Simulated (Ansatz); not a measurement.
**H4O2Se2Ti: basis-set convergence**

The task here is to estimate one member of a computed series from the others.

Program: Ansatz 0.2.0, Gaussian basis. Level of theory: one geometry, several basis sets. These are calculated values, not measurements.

Plan: PBE0-D4/def2-SVP; ωB97M-V/def2-SVP; PBE0-D4/def2-QZVPP; ωB97M-V/def2-QZVPP; the functionals' def2-TZVPP values are taken from earlier runs.

### The relaxed structure

The geometry comes from an earlier relaxation with PBE0-D4 in a triple-zeta def2 set; it is a stationary point, not always the lowest conformer.

9 atoms, charge 0, spin multiplicity 1.

Atoms are counted from 1 here; the program's logs count them from 0.

Bond lengths: O1–Ti2 1.769 Å, O1–H6 0.957 Å, Ti2–O3 1.766 Å, Ti2–Se4 2.438 Å, Ti2–Se5 2.433 Å, O3–H7 0.958 Å, Se4–H8 1.471 Å, Se5–H9 1.472 Å. Angles: Ti2–O1–H6 141.3°, O1–Ti2–O3 115.6°, O1–Ti2–Se4 108.2°, O1–Ti2–Se5 109.7°, O3–Ti2–Se4 109.6°, O3–Ti2–Se5 103.2°, Se4–Ti2–Se5 110.4°, Ti2–O3–H7 141.8°, Ti2–Se4–H8 89.5°, Ti2–Se5–H9 91.1°.

Coordinates:

```tsv
atom	x (Å)	y (Å)	z (Å)
O1	0.18585	0.91929	-1.29642
Ti2	0.30088	-0.13762	0.11755
O3	1.93902	-0.51100	0.66074
Se4	-0.88806	-2.20729	-0.37848
Se5	-0.68820	0.96569	2.04697
H6	-0.02529	1.82022	-1.54028
H7	2.85779	-0.33691	0.45474
H8	-1.58278	-1.52970	-1.48354
H9	-2.01082	0.97103	1.40161
```

The first run:

File in.yaml:

```yaml
crystal:
  periodic: [false, false, false]
  atoms:
    - {symbol: O, position_ang: [0.185852, 0.919285, -1.296419]}
    - {symbol: Ti, position_ang: [0.300879, -0.137622, 0.117553]}
    - {symbol: O, position_ang: [1.939018, -0.510998, 0.660742]}
    - {symbol: Se, position_ang: [-0.888056, -2.207289, -0.378479]}
    - {symbol: Se, position_ang: [-0.688202, 0.965694, 2.046972]}
    - {symbol: H, position_ang: [-0.025286, 1.820218, -1.540281]}
    - {symbol: H, position_ang: [2.857790, -0.336907, 0.454741]}
    - {symbol: H, position_ang: [-1.582777, -1.529704, -1.483543]}
    - {symbol: H, position_ang: [-2.010819, 0.971025, 1.401613]}
basis:
  gaussian: {orbitals: def2-SVP}
hamiltonian: {xc: pbe0, dispersion: d4}
output: {orbitals: {seedname: orbitals}}
```

Launch:

```bash
$ ansatz run in.yaml --threads 4 --pin off --events-out ev --progress --plain --max-ram 11315MiB
```

Steps of the session up to this table: PBE0-D4 in def2-SVP; ωB97M-V in def2-SVP; PBE0-D4 in def2-QZVPP; ωB97M-V in def2-QZVPP.

One table of the session follows, with a row left open; its other results are not shown here.

It belongs to the step «Density functionals: the series». 

```
functional       basis  HOMO (eV)  LUMO (eV)
   PBE0-D4    def2-SVP      -6.56      -2.15
   PBE0-D4  def2-TZVPP      -6.73      -2.25
   PBE0-D4  def2-QZVPP      -6.76      -2.28
   ωB97M-V    def2-SVP      -8.57      -0.06
   ωB97M-V  def2-TZVPP      -8.77      -0.21
   ωB97M-V  def2-QZVPP          ?          ?
```

Q: Estimate the row for ωB97M-V, def2-QZVPP from the others.

**Answer.** HOMO (eV): -8.79; LUMO (eV): -0.26. In the column «HOMO (eV)» it is the lowest.
